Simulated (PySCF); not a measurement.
# [Ce(H2S)3]3+: other functionals and bases at one geometry

Aim: see how levels, charges and forces of [Ce(H2S)3]3+ depend on the level of theory. The structure is generated, not taken from experiment.

Method: several levels, as the steps say, no spin–orbit coupling; program: PySCF 2.14.0.

2 further runs of the same task are left out: 2 for a known fault of the program.

**1. Where the work starts**

10 atoms, charge 3, spin multiplicity 1.

Bond lengths: Ce1–S2 2.964 Å, Ce1–S5 2.961 Å, Ce1–S8 2.963 Å, S2–H3 1.366 Å, S2–H4 1.366 Å, S5–H6 1.366 Å, S5–H7 1.365 Å, S8–H9 1.365 Å, S8–H10 1.365 Å. Angles: S2–Ce1–S5 107.9°, S2–Ce1–S8 114.9°, S5–Ce1–S8 105.6°, Ce1–S2–H3 108.1°, Ce1–S2–H4 109.4°, H3–S2–H4 96.3°, Ce1–S5–H6 108.9°, Ce1–S5–H7 109.1°, H6–S5–H7 96.5°, Ce1–S8–H9 108.7°, Ce1–S8–H10 109.6°, H9–S8–H10 96.2°.

Geometry (Å):

```tsv
atom	x (Å)	y (Å)	z (Å)
Ce1	0.1070	-0.0830	0.9006
S2	2.7761	-0.0467	-0.3867
H3	3.7220	-0.0148	0.5982
H4	3.0760	-1.2983	-0.8432
S5	-1.3930	2.2868	-0.0504
H6	-1.7086	3.0711	1.0224
H7	-0.5224	3.1632	-0.6307
S8	-1.5790	-2.4203	0.2116
H9	-2.8915	-2.0604	0.3200
H10	-1.5863	-2.5977	-1.1418
```

Formal oxidation states: Ce +3. Each metal's 1 4f electrons lie in its core potential, so multiplicities, spins and levels count the valence alone. An earlier session relaxed this geometry at PBE0, Ce lcecp-1-SVP with ECP47, S def2-SVP, H def2-SVP (singlet, point group C1).

At PBE0 on the finer grid: E = -1228.514984 Eh, HOMO -21.24 eV, LUMO -16.41 eV, Mulliken charge on Ce1 +1.72 e, largest force component 0.016 eV/Å. 

Levels to run: B3LYP; TPSSh; PBE; wB97X; PBE0, TZVP; PBE0, SVP. Hardware: 2 threads of Arm Neoverse V1, shared host.

**2. B3LYP**

File run.py (the lines that set the calculation):

```python
mol = gto.M(atom='''
Ce     0.10696    -0.08298     0.90060
S      2.77606    -0.04669    -0.38672
H      3.72198    -0.01478     0.59821
H      3.07597    -1.29833    -0.84322
S     -1.39305     2.28676    -0.05042
H     -1.70859     3.07115     1.02244
H     -0.52243     3.16322    -0.63073
S     -1.57902    -2.42032     0.21160
H     -2.89152    -2.06037     0.31999
H     -1.58635    -2.59766    -1.14175''',
    basis={'Ce': 'lcecp-1-SVP', 'S': 'def2-SVP', 'H': 'def2-SVP'},
    ecp={'Ce': 'lcecp-1-SVP'},
    charge=3, spin=0)
mf = dft.RKS(mol, xc='B3LYP')
mf.grids.atom_grid = (75, 302)  # f atoms: unpruned, at least (60, 302)
mf = mf.density_fit()  # fitting sets: Ce AutoAux, S def2-universal-JKFIT, H def2-universal-JKFIT
mf.conv_tol = 1e-08; mf.max_cycle = 55
mf.kernel(dm0)  # dm0: the density of the relaxed state
```

Command:

```sh
$ OMP_NUM_THREADS=2 python run.py
```

The program printed:

```text
init E= -1229.00727244513
  HOMO = -0.769667094170063  LUMO = -0.611354045208739  gap/eV = 4.30792
cycle= 1 E= -1229.00834574867  delta_E= -0.00107  |g|= 0.00598  |ddm|= 0.16
  HOMO = -0.77044909535183  LUMO = -0.610758615501366  gap/eV = 4.34540
cycle= 2 E= -1229.00835421417  delta_E= -8.47e-06  |g|= 0.00369  |ddm|= 0.0146
  HOMO = -0.770112153993644  LUMO = -0.611117298305063  gap/eV = 4.32647
cycle= 3 E= -1229.00835843483  delta_E= -4.22e-06  |g|= 0.00138  |ddm|= 0.00708
  HOMO = -0.770245255966033  LUMO = -0.610993955660783  gap/eV = 4.33345
cycle= 4 E= -1229.00835908923  delta_E= -6.54e-07  |g|= 0.000362  |ddm|= 0.00261
  HOMO = -0.770250178415481  LUMO = -0.611056982348768  gap/eV = 4.33187
cycle= 5 E= -1229.00835914001  delta_E= -5.08e-08  |g|= 8.45e-05  |ddm|= 0.000742
  HOMO = -0.770248405969356  LUMO = -0.611039488892303  gap/eV = 4.33230
cycle= 6 E= -1229.00835914309  delta_E= -3.09e-09  |g|= 1.67e-05  |ddm|= 0.000169
  HOMO = -0.770250317582146  LUMO = -0.611044268912943  gap/eV = 4.33222
Extra cycle  E= -1229.00835914315  delta_E= -5.53e-11  |g|= 1.52e-05  |ddm|= 5.05e-05
converged SCF energy = -1229.00835914315
```

Wall time 8.8 s (2 threads of Arm Neoverse V1, shared host).

Read off: E = -1229.008359 Eh, HOMO -20.96 eV, LUMO -16.63 eV, Mulliken charge on Ce1 +1.67 e, largest force component 0.148 eV/Å. 

**3. TPSSh**

Edit run.py (the lines that set the calculation) of step 2 so:

```diff
@@ -14,3 +14,3 @@
     charge=3, spin=0)
-mf = dft.RKS(mol, xc='B3LYP')
+mf = dft.RKS(mol, xc='TPSSH')
 mf.grids.atom_grid = (75, 302)  # f atoms: unpruned, at least (60, 302)
```

Command:

```sh
$ OMP_NUM_THREADS=2 python run.py
```

The program printed:

```text
init E= -1229.00768651843
  HOMO = -0.757433266859985  LUMO = -0.616348363839552  gap/eV = 3.83912
cycle= 1 E= -1229.00832922351  delta_E= -0.000643  |g|= 0.0151  |ddm|= 0.0938
  HOMO = -0.759480004333948  LUMO = -0.613849171692417  gap/eV = 3.96282
cycle= 2 E= -1229.00826783945  delta_E= 6.14e-05  |g|= 0.019  |ddm|= 0.0528
  HOMO = -0.757968045140254  LUMO = -0.615566309473254  gap/eV = 3.87495
cycle= 3 E= -1229.00840019238  delta_E= -0.000132  |g|= 0.00251  |ddm|= 0.0344
  HOMO = -0.75791004464262  LUMO = -0.615074598994899  gap/eV = 3.88675
cycle= 4 E= -1229.00840316672  delta_E= -2.97e-06  |g|= 0.000455  |ddm|= 0.00499
  HOMO = -0.757955753430252  LUMO = -0.615131065465493  gap/eV = 3.88646
cycle= 5 E= -1229.00840323546  delta_E= -6.87e-08  |g|= 5.84e-05  |ddm|= 0.000631
  HOMO = -0.757956299342151  LUMO = -0.615131469551642  gap/eV = 3.88646
cycle= 6 E= -1229.00840323657  delta_E= -1.11e-09  |g|= 1.88e-05  |ddm|= 9.39e-05
  HOMO = -0.757957227564433  LUMO = -0.615128832032152  gap/eV = 3.88656
Extra cycle  E= -1229.00840323658  delta_E= -9.09e-12  |g|= 1.81e-05  |ddm|= 4.71e-05
converged SCF energy = -1229.00840323658
```

Run time: 14 s. Hardware: 2 threads of Arm Neoverse V1, shared host.

It gives: E = -1229.008403 Eh, HOMO -20.63 eV, LUMO -16.74 eV, Mulliken charge on Ce1 +1.73 e, largest force component 0.088 eV/Å. 

**4. PBE**

Edit run.py (the lines that set the calculation) of step 3 so:

```diff
@@ -14,3 +14,3 @@
     charge=3, spin=0)
-mf = dft.RKS(mol, xc='TPSSH')
+mf = dft.RKS(mol, xc='PBE')
 mf.grids.atom_grid = (75, 302)  # f atoms: unpruned, at least (60, 302)
```

Command:

```sh
$ OMP_NUM_THREADS=2 python run.py
```

The program printed:

```text
init E= -1228.42660731356
  HOMO = -0.736148069350414  LUMO = -0.641025102142328  gap/eV = 2.58843
cycle= 1 E= -1228.42708006009  delta_E= -0.000473  |g|= 0.0745  |ddm|= 0.312
  HOMO = -0.74116182872045  LUMO = -0.611773523735212  gap/eV = 3.52084
cycle= 2 E= -1228.41885866494  delta_E= 0.00822  |g|= 0.151  |ddm|= 0.438
  HOMO = -0.736340918262122  LUMO = -0.629386117630628  gap/eV = 2.91039
cycle= 3 E= -1228.42986089373  delta_E= -0.011  |g|= 0.00588  |ddm|= 0.283
  HOMO = -0.736956811177021  LUMO = -0.631023684222941  gap/eV = 2.88259
cycle= 4 E= -1228.42987858458  delta_E= -1.77e-05  |g|= 0.00127  |ddm|= 0.016
  HOMO = -0.736875730361778  LUMO = -0.630844764126759  gap/eV = 2.88525
cycle= 5 E= -1228.42987918031  delta_E= -5.96e-07  |g|= 0.000581  |ddm|= 0.00242
  HOMO = -0.736895336401675  LUMO = -0.630851629082852  gap/eV = 2.88560
cycle= 6 E= -1228.42987929476  delta_E= -1.14e-07  |g|= 7.33e-05  |ddm|= 0.000735
  HOMO = -0.736898584627134  LUMO = -0.630845894918969  gap/eV = 2.88584
cycle= 7 E= -1228.42987929647  delta_E= -1.7e-09  |g|= 3.12e-05  |ddm|= 0.00014
  HOMO = -0.736893176802987  LUMO = -0.630840727343217  gap/eV = 2.88583
Extra cycle  E= -1228.42987929573  delta_E= 7.34e-10  |g|= 5.29e-05  |ddm|= 0.000134
converged SCF energy = -1228.42987929573
```

It took 9.5 s on 2 threads of Arm Neoverse V1, shared host.

Read off: E = -1228.429879 Eh, HOMO -20.05 eV, LUMO -17.17 eV, Mulliken charge on Ce1 +1.59 e, largest force component 0.332 eV/Å. 

**5. wB97X**

Edit run.py (the lines that set the calculation) of step 4 so:

```diff
@@ -14,3 +14,3 @@
     charge=3, spin=0)
-mf = dft.RKS(mol, xc='PBE')
+mf = dft.RKS(mol, xc='WB97X')
 mf.grids.atom_grid = (75, 302)  # f atoms: unpruned, at least (60, 302)
```

Command:

```sh
$ OMP_NUM_THREADS=2 python run.py
```

The program printed:

```text
init E= -1228.93241592766
  HOMO = -0.865593754279016  LUMO = -0.518655858744004  gap/eV = 9.44066
cycle= 1 E= -1228.93584605567  delta_E= -0.00343  |g|= 0.0278  |ddm|= 0.178
  HOMO = -0.863988314466932  LUMO = -0.530908948745884  gap/eV = 9.06355
cycle= 2 E= -1228.93617046946  delta_E= -0.000324  |g|= 0.0118  |ddm|= 0.0799
  HOMO = -0.865842825427818  LUMO = -0.528226691760427  gap/eV = 9.18700
cycle= 3 E= -1228.93623538752  delta_E= -6.49e-05  |g|= 0.00395  |ddm|= 0.0221
  HOMO = -0.86568475759154  LUMO = -0.528983201687887  gap/eV = 9.16212
cycle= 4 E= -1228.93624654155  delta_E= -1.12e-05  |g|= 0.00065  |ddm|= 0.0126
  HOMO = -0.865752949457163  LUMO = -0.529255414643908  gap/eV = 9.15656
cycle= 5 E= -1228.93624713279  delta_E= -5.91e-07  |g|= 0.000201  |ddm|= 0.00301
  HOMO = -0.865739639730633  LUMO = -0.529222836590159  gap/eV = 9.15709
cycle= 6 E= -1228.93624719334  delta_E= -6.05e-08  |g|= 5.39e-05  |ddm|= 0.000918
  HOMO = -0.865744693609487  LUMO = -0.529223131651496  gap/eV = 9.15722
cycle= 7 E= -1228.93624719708  delta_E= -3.74e-09  |g|= 1.61e-05  |ddm|= 0.000188
  HOMO = -0.865743996678096  LUMO = -0.529223840430767  gap/eV = 9.15718
Extra cycle  E= -1228.93624719747  delta_E= -3.87e-10  |g|= 7.84e-06  |ddm|= 4.9e-05
converged SCF energy = -1228.93624719747
```

It took 13 s on 2 threads of Arm Neoverse V1, shared host.

It gives: E = -1228.936247 Eh, HOMO -23.56 eV, LUMO -14.40 eV, Mulliken charge on Ce1 +1.79 e, largest force component 0.222 eV/Å. 

**6. PBE0, TZVP**

Basis: Ce lcecp-1-TZVP with ECP47, S def2-TZVP, H def2-TZVP. 

Edit run.py (the lines that set the calculation) of step 5 so:

```diff
@@ -11,6 +11,6 @@
 H     -1.58635    -2.59766    -1.14175''',
-    basis={'Ce': 'lcecp-1-SVP', 'S': 'def2-SVP', 'H': 'def2-SVP'},
-    ecp={'Ce': 'lcecp-1-SVP'},
+    basis={'Ce': 'lcecp-1-TZVP', 'S': 'def2-TZVP', 'H': 'def2-TZVP'},
+    ecp={'Ce': 'lcecp-1-TZVP'},
     charge=3, spin=0)
-mf = dft.RKS(mol, xc='WB97X')
+mf = dft.RKS(mol, xc='PBE0')
 mf.grids.atom_grid = (75, 302)  # f atoms: unpruned, at least (60, 302)
@@ -18,2 +18,2 @@
 mf.conv_tol = 1e-08; mf.max_cycle = 55
-mf.kernel(dm0)  # dm0: the density of the relaxed state
+mf.kernel(dm0)  # dm0: free metal ions and neutral atoms
```

Command:

```sh
$ OMP_NUM_THREADS=2 python run.py
```

The program printed:

```text
init E= -1202.33526148572
  HOMO = -0.990686666850527  LUMO = -0.651104847673026  gap/eV = 9.24049
cycle= 1 E= -1227.82055515439  delta_E= -25.5  |g|= 2.95  |ddm|= 2.76
  HOMO = -0.647646542612302  LUMO = -0.6198444117165  gap/eV = 0.75653
cycle= 2 E= -1222.40754390746  delta_E= 5.41  |g|= 4.27  |ddm|= 4.97
  HOMO = -0.743292829300471  LUMO = -0.463091935594696  gap/eV = 7.62465
cycle= 3 E= -1228.48022822357  delta_E= -6.07  |g|= 1.03  |ddm|= 4.71
  HOMO = -0.767503409367349  LUMO = -0.624343281427693  gap/eV = 3.89559
cycle= 4 E= -1228.90731777628  delta_E= -0.427  |g|= 0.293  |ddm|= 1.95
  HOMO = -0.768875802316211  LUMO = -0.600415340325214  gap/eV = 4.58404
cycle= 5 E= -1228.92981035642  delta_E= -0.0225  |g|= 0.104  |ddm|= 0.299
  HOMO = -0.778734381070968  LUMO = -0.598866334615092  gap/eV = 4.89446
cycle= 6 E= -1228.93272073619  delta_E= -0.00291  |g|= 0.0133  |ddm|= 0.106
  HOMO = -0.777334389396069  LUMO = -0.595727578054128  gap/eV = 4.94177
cycle= 7 E= -1228.93277502457  delta_E= -5.43e-05  |g|= 0.00615  |ddm|= 0.0212
  HOMO = -0.777586453765883  LUMO = -0.595772631624664  gap/eV = 4.94741
cycle= 8 E= -1228.93278616585  delta_E= -1.11e-05  |g|= 0.00132  |ddm|= 0.00682
  HOMO = -0.777641012198376  LUMO = -0.59592371489344  gap/eV = 4.94478
cycle= 9 E= -1228.93278675443  delta_E= -5.89e-07  |g|= 0.000377  |ddm|= 0.00157
  HOMO = -0.777643858563705  LUMO = -0.595964850637338  gap/eV = 4.94374
cycle= 10 E= -1228.93278680774  delta_E= -5.33e-08  |g|= 8.48e-05  |ddm|= 0.000463
  HOMO = -0.777640772661041  LUMO = -0.595967470399054  gap/eV = 4.94358
cycle= 11 E= -1228.93278681129  delta_E= -3.54e-09  |g|= 3.08e-05  |ddm|= 0.000165
  HOMO = -0.777640897137072  LUMO = -0.595967050474464  gap/eV = 4.94360
Extra cycle  E= -1228.93278681143  delta_E= -1.42e-10  |g|= 2.84e-05  |ddm|= 5.99e-05
converged SCF energy = -1228.93278681143
```

It took 26 s on 2 threads of Arm Neoverse V1, shared host.

It gives: E = -1228.932787 Eh, HOMO -21.16 eV, LUMO -16.22 eV, Mulliken charge on Ce1 +1.84 e, largest force component 0.221 eV/Å. 

**7. PBE0, SVP**

Basis: Ce def2-SVP with ECP28, S def2-SVP, H def2-SVP. The 4f electrons are now in the valence.

File run.py (the lines that set the calculation):

```python
mol = gto.M(atom='''
Ce     0.10696    -0.08298     0.90060
S      2.77606    -0.04669    -0.38672
H      3.72198    -0.01478     0.59821
H      3.07597    -1.29833    -0.84322
S     -1.39305     2.28676    -0.05042
H     -1.70859     3.07115     1.02244
H     -0.52243     3.16322    -0.63073
S     -1.57902    -2.42032     0.21160
H     -2.89152    -2.06037     0.31999
H     -1.58635    -2.59766    -1.14175''',
    basis={'Ce': 'def2-SVP', 'S': 'def2-SVP', 'H': 'def2-SVP'},
    ecp={'Ce': 'def2-SVP'},
    charge=3, spin=1)
mf = dft.UKS(mol, xc='PBE0')
mf.grids.atom_grid = (75, 302)  # f atoms: unpruned, at least (60, 302)
mf = mf.density_fit()  # fitting sets: Ce def2-universal-JKFIT, S def2-universal-JKFIT, H def2-universal-JKFIT
mf.conv_tol = 1e-08; mf.max_cycle = 55
mf.kernel(dm0)  # dm0: free metal ions and neutral atoms
```

Command:

```sh
$ OMP_NUM_THREADS=2 python run.py
```

The program printed:

```text
init E= -1671.32366439845
  HOMO = -0.93366290802  LUMO = -0.931887708343  gap/eV = 0.04831
cycle= 1 E= -1639.31558182122  delta_E=   32  |g|= 11.2  |ddm|= 3.07
cycle= 2 E= -1473.47725129173  delta_E=  166  |g|=   12  |ddm|= 11.7
cycle= 3 E= -1477.29153759087  delta_E= -3.81  |g|= 25.6  |ddm|= 19.2
cycle= 4 E= -1471.4837397223  delta_E= 5.81  |g|= 26.1  |ddm|=  1.3
cycle= 5 E= -1473.64835192976  delta_E= -2.16  |g|= 25.9  |ddm|= 0.34
cycle= 6 E= -1473.70899380212  delta_E= -0.0606  |g|= 25.9  |ddm|= 0.029
cycle= 7 E= -1475.98961156127  delta_E= -2.28  |g|= 25.8  |ddm|= 1.21
cycle= 8 E= -1476.29422152193  delta_E= -0.305  |g|= 25.8  |ddm|= 0.149
cycle= 9 E= -1481.77092281252  delta_E= -5.48  |g|= 25.4  |ddm|= 2.14
cycle= 10 E= -1484.97668075789  delta_E= -3.21  |g|= 25.1  |ddm|= 1.16
cycle= 11 E= -1487.78687874549  delta_E= -2.81  |g|= 24.9  |ddm|= 0.747
  HOMO = -3.17922281428  LUMO = -3.16838225814  gap/eV = 0.29499
cycle= 12 E= -1392.09364901971  delta_E= 95.7  |g|= 30.4  |ddm|= 20.1
  HOMO = -0.72398660328  LUMO = -0.72022520783  gap/eV = 0.10235
cycle= 13 E= -1217.96930492985  delta_E=  174  |g|= 6.49  |ddm|= 31.1
  HOMO = -6.25203051769  LUMO = -6.24852614313  gap/eV = 0.09536
cycle= 14 E= -654.304203470244  delta_E=  564  |g|=   32  |ddm|=  123
  HOMO = -6.63581919558  LUMO = -6.59673461575  gap/eV = 1.06355
cycle= 15 E= -657.094765334999  delta_E= -2.79  |g|= 32.1  |ddm|=  4.5
  HOMO = -6.56795005089  LUMO = -6.52466369467  gap/eV = 1.17788
...
cycle= 45 E= -1149.34816775241  delta_E= -367  |g|= 5.28  |ddm|=  121
  HOMO = -8.6933542775  LUMO = -8.68533528636  gap/eV = 0.21821
cycle= 46 E= -782.056845559804  delta_E=  367  |g|= 29.4  |ddm|=  120
  HOMO = -8.79205394085  LUMO = -8.68423017727  gap/eV = 2.93403
cycle= 47 E= -782.051962627118  delta_E= 0.00488  |g|= 29.4  |ddm|= 0.111
  HOMO = -8.80647893543  LUMO = -8.69915307749  gap/eV = 2.92049
cycle= 48 E= -781.944072320621  delta_E= 0.108  |g|= 29.4  |ddm|= 0.281
  HOMO = -8.80898523319  LUMO = -8.70164065467  gap/eV = 2.92099
cycle= 49 E= -781.931108471907  delta_E= 0.013  |g|= 29.4  |ddm|= 0.109
  HOMO = -8.82901966976  LUMO = -8.72219277119  gap/eV = 2.90691
cycle= 50 E= -781.774717736677  delta_E= 0.156  |g|= 29.4  |ddm|= 0.389
  HOMO = -8.83209850428  LUMO = -8.72526718935  gap/eV = 2.90703
cycle= 51 E= -781.747198683918  delta_E= 0.0275  |g|= 29.4  |ddm|= 0.0964
  HOMO = -8.84288326104  LUMO = -8.73610408588  gap/eV = 2.90561
cycle= 52 E= -781.658923394942  delta_E= 0.0883  |g|= 29.4  |ddm|= 0.214
  HOMO = -8.84266871198  LUMO = -8.7358775691  gap/eV = 2.90594
cycle= 53 E= -781.662059236875  delta_E= -0.00314  |g|= 29.4  |ddm|= 0.0294
  HOMO = -8.8410822729  LUMO = -8.7342559403  gap/eV = 2.90689
cycle= 54 E= -781.68344616851  delta_E= -0.0214  |g|= 29.4  |ddm|= 0.0888
  HOMO = -8.84331155928  LUMO = -8.73649775594  gap/eV = 2.90655
cycle= 55 E= -781.667764264829  delta_E= 0.0157  |g|= 29.4  |ddm|= 0.0959
SCF not converged.
```

Run time: 4.6 min. Hardware: 2 threads of Arm Neoverse V1, shared host.

The SCF didn't converge.

**8. Results**

| level | state | HOMO (eV) | gap (eV) | charge on Ce1 (e) | dipole (D) | largest force (eV/Å) | basis functions | time |
| --- | --- | --- | --- | --- | --- | --- | --- | --- |
| PBE0 (relaxed here) | singlet | -21.24 | 4.83 | 1.72 | 0.97 | 0.02 | 117 | 30 s |
| B3LYP | singlet | -20.96 | 4.33 | 1.67 | 0.90 | 0.15 | 117 | 8.8 s |
| TPSSh | singlet | -20.63 | 3.89 | 1.73 | 0.95 | 0.09 | 117 | 14 s |
| PBE | singlet | -20.05 | 2.89 | 1.59 | 0.80 | 0.33 | 117 | 9.5 s |
| wB97X | singlet | -23.56 | 9.16 | 1.79 | 1.28 | 0.22 | 117 | 13 s |
| PBE0, TZVP | singlet | -21.16 | 4.94 | 1.84 | 0.73 | 0.22 | 194 | 26 s |

Times are on 2 threads of Arm Neoverse V1, shared host; the first row also made further properties. The dipole of a charged species depends on the origin, so these sizes hold for this origin alone.

In one basis the HOMO–LUMO gap runs from 2.89 eV (PBE) to 9.16 eV (wB97X). The largest leftover force, 0.33 eV/Å with PBE, stands at a geometry relaxed at another level. The Mulliken charge on Ce spans +1.59 to +1.84 e over the levels. With 4f in the core, its levels are missing from HOMO and gap. Total energies of different levels can't be compared. Spin–orbit coupling is left out throughout.
